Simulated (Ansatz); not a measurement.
# Cs (fcc type): the cost of one run

Program: Ansatz 0.2.0. Level of theory: DFT LDA, with the methods named in each step. These are calculated values, not measurements.

This is Cs in the fcc structure; at room conditions it is bcc.

## Step 1: The structure to begin with

It takes space group Fm-3m (No. 225, cubic). Conventional cell: a = 7.267 Å, b = 7.267 Å, c = 7.267 Å, α = 90.00°, β = 90.00°, γ = 90.00°.

Structure file:

```
Cs
1.0
     0.00000    3.63371    3.63371
     3.63371    0.00000    3.63371
     3.63371    3.63371    0.00000
Cs
1
Direct
  0.00000 0.00000 0.00000
```

Whether this phase is the stable one at these pressures isn't tested.

## Step 2: The reference volume, LAPW

File input.yaml:

```yaml
crystal:
  lattice:
    - [0.0, 3.6337111148, 3.6337111148]
    - [3.6337111148, 0.0, 3.6337111148]
    - [3.6337111148, 3.6337111148, 0.0]
  atoms:
    - { symbol: Cs, position: [0.0, 0.0, 0.0] }
kpoints:
  mp_grid: { grid: [10, 10, 10] }
  band_path:
    path:
      - [0.0, 0.0, 0.0]
      - [0.5, 0.0, 0.5]
      - [0.625, 0.25, 0.625]
      - [0.375, 0.375, 0.75]
      - [0.0, 0.0, 0.0]
      - [0.5, 0.5, 0.5]
      - [0.5, 0.25, 0.75]
      - [0.5, 0.0, 0.5]
    npoints: 14
scf:
  occupations: { method: fermi_dirac, width: 0.1 }
hamiltonian:
  xc: lda
  pseudopotentials: { kind: all_electron, lapw: { basis_error: 0.001 } }
output:
  forces: true
  stress: true
  eigenvalues: true
  populations: true
  dos: { projected: true, de: 0.2, e_range: [-14, 8] }
```

Started as:

```bash
> ansatz run input.yaml --threads 1 --pin off --max-ram 2048MiB --backend cpu --events-out ev --progress --plain --runs-dir out
```

**Question.** How long does this run take on 1 thread of Arm Neoverse V1, shared host, and how much memory does it need?

About 4.8 s, with a peak of 0.21 GiB.
